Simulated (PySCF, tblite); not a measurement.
# C6H14OSi2: geometry, infrared bands and NMR shifts

Aim: predict the infrared bands and NMR shifts of C6H14OSi2 (`CO[C@@H]1[SiH2]C=C1CC[SiH3]`).

Programs: tblite 0.8.0 and PySCF 2.14.0, with density-fitted response routines of our own. Each step states its level of theory. These are calculated values for one molecule in the gas phase, unless marked as measured. Atoms are numbered from 0 throughout.

## 1. Starting geometry

23 atoms, charge 0, multiplicity 1; geometry from: force field or distance geometry start.

Bonds of the start (Å): C0–O1 1.38, O1–C2 1.40, C2–Si3 1.81, Si3–C4 1.78, C4–C5 1.28, C5–C6 1.54, C6–C7 1.50, C7–Si8 1.86, C5–C2 1.42, C0–H9 1.12, C0–H10 1.13, C0–H11 1.11, C2–H12 1.15, Si3–H13 1.47, Si3–H14 1.49, C4–H15 1.13, C6–H16 1.11, C6–H17 1.11, C7–H18 1.11, C7–H19 1.12, Si8–H20 1.49, Si8–H21 1.47, Si8–H22 1.46.

## 2. Optimising the geometry with GFN2-xTB

The job: settings as JSON, then the geometry in Å.

```
{"job": {"kind": "relax", "xc": "GFN2-xTB", "basis": "xTB"}, "charge": 0, "multiplicity": 1}
C     -2.917800     1.123400     1.134100
O     -1.816900     0.306400     1.283500
C     -1.466800    -0.138500     0.002600
Si    -1.497700    -1.942200    -0.079900
C      0.123300    -1.330700    -0.489800
C     -0.103300    -0.077900    -0.384600
C      0.808900     1.143200    -0.582700
C      2.209300     0.726000    -0.935900
Si     3.058800    -0.327000     0.342600
H     -3.297300     1.538200     2.098000
H     -2.571700     2.030000     0.560100
H     -3.718400     0.649800     0.520500
H     -2.224700     0.329100    -0.719800
H     -2.282700    -2.572400    -1.153900
H     -1.625200    -2.645600     1.227300
H      1.058600    -1.889400    -0.772800
H      0.381600     1.793300    -1.374100
H      0.875700     1.672500     0.389300
H      2.849300     1.599200    -1.183800
H      2.226500     0.102200    -1.871600
H      4.310900     0.400500     0.684100
H      2.225600    -0.555600     1.533500
H      3.389200    -1.634600    -0.216500
```

Launch:

```
$ OMP_NUM_THREADS=1 python probes_run.py task.json out
```

One launch serves the whole session: the jobs run in the order shown.

**Question.** This job is followed by: GFN2-xTB harmonic vibrations, gas phase; GIAO PBE0/pcSseg-1 NMR shielding, non-relativistic, gas phase. Predict these results of the whole session: strongest single infrared mode (GFN2-xTB); zero-point energy (GFN2-xTB); 13C shifts against TMS (PBE0/pcSseg-1); 1H shifts against TMS (PBE0/pcSseg-1, means over atoms taken as alike); 17O shifts against H2O (PBE0/pcSseg-1); 29Si shifts against TMS (PBE0/pcSseg-1).

**Answer**, as computed:

| quantity | value |
| --- | --- |
| strongest single infrared mode (GFN2-xTB) | 2232 cm⁻¹, 460 km/mol |
| zero-point energy (GFN2-xTB) | 109.5 kcal/mol |
| 13C shifts against TMS (PBE0/pcSseg-1) | 180.8, 132.1, 83.1, 60.4, 34.2, 2.4 ppm |
| 1H shifts against TMS (PBE0/pcSseg-1, means over atoms taken as alike) | 5.89, 4.88, 4.68, 4.04, 3.87, 3.47, 2.72, 2.57, 1.10, 1.01 ppm |
| 17O shifts against H2O (PBE0/pcSseg-1) | 38.5 ppm |
| 29Si shifts against TMS (PBE0/pcSseg-1) | -51.9, -70.0 ppm |

**Reading.** The optimisation took 115 steps and gained 1.498 eV; among the close pairs (by a distance rule), C2–Si3 changed most, from 1.806 to 1.946 Å. All 63 modes are real, so the xTB geometry is a minimum. The strongest single mode, at 2232 cm⁻¹, moves mainly H20 and H22. GFN2-xTB is a fitted tight-binding method: band positions and strengths are rough. Its intensities can rank the bands wrongly. The most deshielded hydrogen is H15 (hydrogen on an alkene CH), at 5.89 ppm: a vinylic proton, deshielded by the sp2 carbon and the C=C anisotropy. At PBE0/pcSseg-1: The largest span, 242 ppm, is at C5, where the paramagnetic term is -258 ppm.
